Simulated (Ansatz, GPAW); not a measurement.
## A script for ZnS (PBE in single-zeta orbitals)

These are simulated results from GPAW 26.7.0, not measurements. The cell began as a measured structure and was relaxed with r2SCAN in plane waves (Ansatz 0.2.0). All runs are without spin polarisation.

Space group F-43m (No. 216), cubic; a = 5.388 Å in the conventional setting, 19.55 Å³ an atom. Around Zn lie 4 S at 2.33 Å; around S lie 4 Zn at 2.33 Å.

The basis is minimal: single zeta, one radial function for each shell that the log's basis lists. It describes the filled bands fairly and the empty ones poorly.

The script, run.py:

```python
import json
from ase import Atoms
from gpaw import GPAW, PW, FermiDirac

atoms = Atoms(['Zn', 'S'],
              cell=[[0.0, 2.69409556, 2.69409556], [2.69409556, 0.0, 2.69409556], [2.69409556, 2.69409556, 0.0]],
              scaled_positions=[[0.25, 0.25, 0.25], [0.0, 0.0, 0.0]],
              pbc=True)
calc = GPAW(mode='lcao', basis='sz(dzp)', h=0.2, xc='PBE', kpts={'size': (6, 6, 6), 'gamma': True},
            occupations=FermiDirac(0.02), maxiter=100, legacy_gpaw=True, txt='gpaw.txt')
atoms.calc = calc
res = {'energy': atoms.get_potential_energy(force_consistent=True)}
res['electrons'] = calc.get_number_of_electrons()
res['k'] = calc.get_ibz_k_points().tolist()
res['levels'] = [calc.get_eigenvalues(kpt=i).tolist() for i in range(len(res['k']))]
points = [[0.0, 0.0, 0.0], [-0.5, -0.5, 0.0], [-0.375, -0.375, 0.25], [-0.375, 0.0, 0.375], [0.0, 0.0, 0.5], [-0.5, -0.25, 0.25]]
bands = calc.fixed_density(kpts=points, symmetry='off', txt='bands.txt')
res['points'] = [bands.get_eigenvalues(kpt=i).tolist() for i in range(len(points))]
json.dump(res, open('results.json', 'w'))
print('free energy (eV):', round(res['energy'], 5))
```

Command: `python run.py`. It took 7.9 s on 1 thread of Arm Neoverse V1, on a shared host, peak memory 0.14 GiB.

The log gpaw.txt, trimmed of paths, versions and times, then the last line on the terminal. An iter line gives the energy in eV and the logarithms of the changes of orbitals (plane waves alone) and density (c: converged):

```
___ ___ ___ _ _ _
 |   |   |_  | | | |

 | | | | | . | | | |

 |__ |  _|___|_____|  26.7.0
 |___|_|

Input parameters:
  basis: sz(dzp)
  h: 0.2
  kpts: {gamma: True,
         size: (6, 6, 6)}
  maxiter: 100
  mode: lcao
  occupations: {fixmagmom: False,
                name: fermi-dirac,
                width: 0.02}
  xc: PBE

System changes: positions, numbers, cell, pbc, initial_charges, initial_magmoms

Initialize ...

species:
  Zn:
    name:    Zinc
    Z:       30.0
    valence: 12
    core:    18
    charge:  0.0  # [|e|]
    compensation charges:
      type: gauss
      rc: 0.37  # [Å]
      lmax: 2
    cutoffs:
      filter: 2.14  # [Å]
      core: 2.28  # [Å]
    projectors
    | kind |    occ | energy [eV] | rcut [Å] |

    |------|--------|-------------|----------|

    |   4s |  2.000 |      -5.977 |    1.286 |

    |   4p |  0.000 |      -1.117 |    1.270 |

    |   3d | 10.000 |     -10.142 |    1.180 |

    |    s |        |      21.234 |    1.286 |

    |    p |        |      26.095 |    1.270 |

    |    d |        |      17.070 |    1.180 |

    LCAO basis set for Zn:
      Name: sz(dzp)
      Number of radial functions: 3
      Number of spherical harmonics: 9
        l=0, rc=8.1562 Bohr: 4s-sz confined orbital
        l=1, rc=12.4062 Bohr: 4p-sz confined orbital
        l=2, rc=4.3594 Bohr: 3d-sz confined orbital
      Number of RI-basis functions 0

  S:
    name:    Sulfur
    Z:       16.0
    valence: 6
    core:    10
    charge:  0.0  # [|e|]
    compensation charges:
      type: gauss
      rc: 0.24  # [Å]
      lmax: 2
    cutoffs:
      filter: 1.77  # [Å]
      core: 1.66  # [Å]
    projectors
    | kind |    occ | energy [eV] | rcut [Å] |

    |------|--------|-------------|----------|

    |   3s |  2.000 |     -17.254 |    0.974 |

    |   3p |  4.000 |      -7.008 |    0.979 |

    |    s |        |       9.957 |    0.974 |

    |    p |        |      20.203 |    0.979 |

    |    d |        |       0.000 |    0.900 |

    LCAO basis set for S:
      Name: sz(dzp)
      Number of radial functions: 2
      Number of spherical harmonics: 4
        l=0, rc=5.5156 Bohr: 3s-sz confined orbital
        l=1, rc=6.9375 Bohr: 3p-sz confined orbital
      Number of RI-basis functions 0

Reference energy: -59718.946550  # eV

Spin-paired calculation

Convergence criteria:
 Maximum [total energy] change in last 3 cyles: 0.0005 eV / valence electron
 Maximum integral of absolute [dens]ity change: 0.0001 electrons / valence electron
 Maximum integral of absolute [eigenst]ate change: 4e-08 eV^2 / valence electron
 Maximum number of scf [iter]ations: 100
 (Square brackets indicate name in SCF output, whereas a 'c' in
 the SCF output indicates the quantity has converged.)

Symmetries present (total): 24

  ( 1  0  0)  ( 1  0  0)  ( 1  0 -1)  ( 1  0 -1)  ( 1 -1  0)  ( 1 -1  0)
  ( 0  1  0)  ( 0  0  1)  ( 0  1 -1)  ( 0  0 -1)  ( 0 -1  1)  ( 0 -1  0)
  ( 0  0  1)  ( 0  1  0)  ( 0  0 -1)  ( 0  1 -1)  ( 0 -1  0)  ( 0 -1  1)

  ( 0  1  0)  ( 0  1  0)  ( 0  1 -1)  ( 0  1 -1)  ( 0  0  1)  ( 0  0  1)
  ( 1  0  0)  ( 0  0  1)  ( 1  0 -1)  ( 0  0 -1)  ( 1  0  0)  ( 0  1  0)
  ( 0  0  1)  ( 1  0  0)  ( 0  0 -1)  ( 1  0 -1)  ( 0  1  0)  ( 1  0  0)

  ( 0  0 -1)  ( 0  0 -1)  ( 0 -1  1)  ( 0 -1  1)  ( 0 -1  0)  ( 0 -1  0)
  ( 1  0 -1)  ( 0  1 -1)  ( 1 -1  0)  ( 0 -1  0)  ( 1 -1  0)  ( 0 -1  1)
  ( 0  1 -1)  ( 1  0 -1)  ( 0 -1  0)  ( 1 -1  0)  ( 0 -1  1)  ( 1 -1  0)

  (-1  1  0)  (-1  1  0)  (-1  0  1)  (-1  0  1)  (-1  0  0)  (-1  0  0)
  (-1  0  1)  (-1  0  0)  (-1  1  0)  (-1  0  0)  (-1  1  0)  (-1  0  1)
  (-1  0  0)  (-1  0  1)  (-1  0  0)  (-1  1  0)  (-1  0  1)  (-1  1  0)

216 k-points: 6 x 6 x 6 Monkhorst-Pack grid + [1/12,1/12,1/12]
16 k-points in the irreducible part of the Brillouin zone
       k-points in crystal coordinates                weights
   0:     0.00000000    0.00000000    0.00000000          1/216
   1:     0.16666667    0.16666667    0.00000000          6/216
   2:     0.16666667    0.16666667    0.16666667          8/216
   3:     0.33333333    0.16666667    0.16666667         12/216
   4:     0.33333333    0.33333333   -0.33333333         12/216
   5:     0.33333333    0.33333333    0.00000000          6/216
   6:     0.33333333    0.33333333    0.16666667         24/216
   7:     0.33333333    0.33333333    0.33333333          8/216
   8:     0.50000000    0.33333333   -0.33333333         24/216
   9:     0.50000000    0.33333333   -0.16666667         12/216
          ...
  15:     0.50000000    0.50000000    0.50000000          4/216

Wave functions: LCAO
  Diagonalizer: Serial LAPACK
  Atomic Correction: dense with blas
  Data-type: complex

Occupation numbers: Fermi-Dirac:
  width: 0.0200  # eV

Eigensolver
   LCAO using direct dense diagonalizer

Densities:
  Coarse grid: 16*16*16 grid
  Fine grid: 32*32*32 grid
  Total Charge: 0.000000

Density mixing:
  Method: separate
  Backend: msr1
  Linear mixing parameter: 0.05
  old densities: 10
  Width of damping distribution: 1.1
  Damping of long wavelength oscillations: 20

Hamiltonian:
  XC and Coulomb potentials evaluated on a 32*32*32 grid
  Using the PBE Exchange-Correlation functional
  Interpolation: tri-quintic (5. degree polynomial)
  Poisson solver: FastPoissonSolver using
    Stencil: 12*3+1=37 point O(h^6) finite-difference Laplacian
    FFT axes: [np.int64(0), np.int64(1), np.int64(2)]
    FST axes: []

XC parameters: PBE with 2 nearest neighbor stencil

Memory estimate:
  Process memory now: 111.25 MiB
  Calculator: 12.37 MiB
    Density: 7.40 MiB
      Arrays: 0.81 MiB
      Localized functions: 5.96 MiB
      Mixer: 0.62 MiB
    Hamiltonian: 0.94 MiB
      Arrays: 0.53 MiB
      XC: 0.00 MiB
      Poisson: 0.00 MiB
      vbar: 0.41 MiB
    Wavefunctions: 4.03 MiB
      C [qnM]: 0.04 MiB
      S, T [2 x qmm]: 0.08 MiB
      P [aqMi]: 0.01 MiB
      BasisFunctions: 3.90 MiB
      Eigensolver: 0.00 MiB

Total number of cores used: 1

Number of atoms: 2
Number of atomic orbitals: 13
Number of bands in calculation: 13
Number of valence electrons: 18
Bands to converge: occupied
Positions:
   0 Zn     1.347048    1.347048    1.347048    ( 0.0000,  0.0000,  0.0000)
   1 S      0.000000    0.000000    0.000000    ( 0.0000,  0.0000,  0.0000)

Unit cell:
           periodic     x           y           z      points  spacing
  1. axis:    yes    0.000000    2.694096    2.694096    16     0.1944
  2. axis:    yes    2.694096    0.000000    2.694096    16     0.1944
  3. axis:    yes    2.694096    2.694096    0.000000    16     0.1944

  Lengths:   3.810026   3.810026   3.810026
  Angles:   60.000000  60.000000  60.000000

Effective grid spacing dv^(1/3) = 0.2121

iter:   1    -5.350898        c
iter:   2    -5.339475        c -1.28
iter:   3    -5.295026        c -1.31
iter:   4    -5.293847        c -2.13
iter:   5    -5.293667c       c -2.80
iter:   6    -5.293664c       c -3.71
iter:   7    -5.293663c       c -4.12c

Converged after 7 iterations.

Energy contributions relative to reference atoms: (reference = -59718.946550)

Kinetic:        +30.898483
Potential:      -25.978752
External:        +0.000000
XC:             -10.417621
Entropy (-ST):   -0.000000
Local:           +0.204226
SIC:             +0.000000
--------------------------
Free energy:     -5.293663
Extrapolated:    -5.293663

Showing only first 2 kpts
 Kpt  Band  Eigenvalues  Occupancy
  0     7      3.98231    2.00000
  0     8      3.98442    2.00000
  0     9      6.01209    0.00000
  0    10     11.91473    0.00000

  1     7      3.28368    2.00000
  1     8      3.28465    2.00000
  1     9      7.81957    0.00000
  1    10     10.46852    0.00000

Fermi level: 4.98072

Gap: 2.028 eV
Transition (v -> c):
  (s=0, k=0, n=8, [0.00, 0.00, 0.00]) -> (s=0, k=0, n=9, [0.00, 0.00, 0.00])
No difference between direct/indirect transitions

free energy (eV): -5.29366
```

The gap in the log is over the mesh alone; results.json adds the listed points. PBE in single-zeta orbitals gives a gap of 2.03 eV. On the same cell, plane-wave PBE (Ansatz, 8×8×8 k points and the special points) gives a gap of 2.15 eV and r2SCAN a gap of 2.71 eV; on shared hosts these took about 2.1 and 5 core-seconds on the 2-atom cell, against 7.9 for the script. Semilocal gaps usually lie below measured ones.
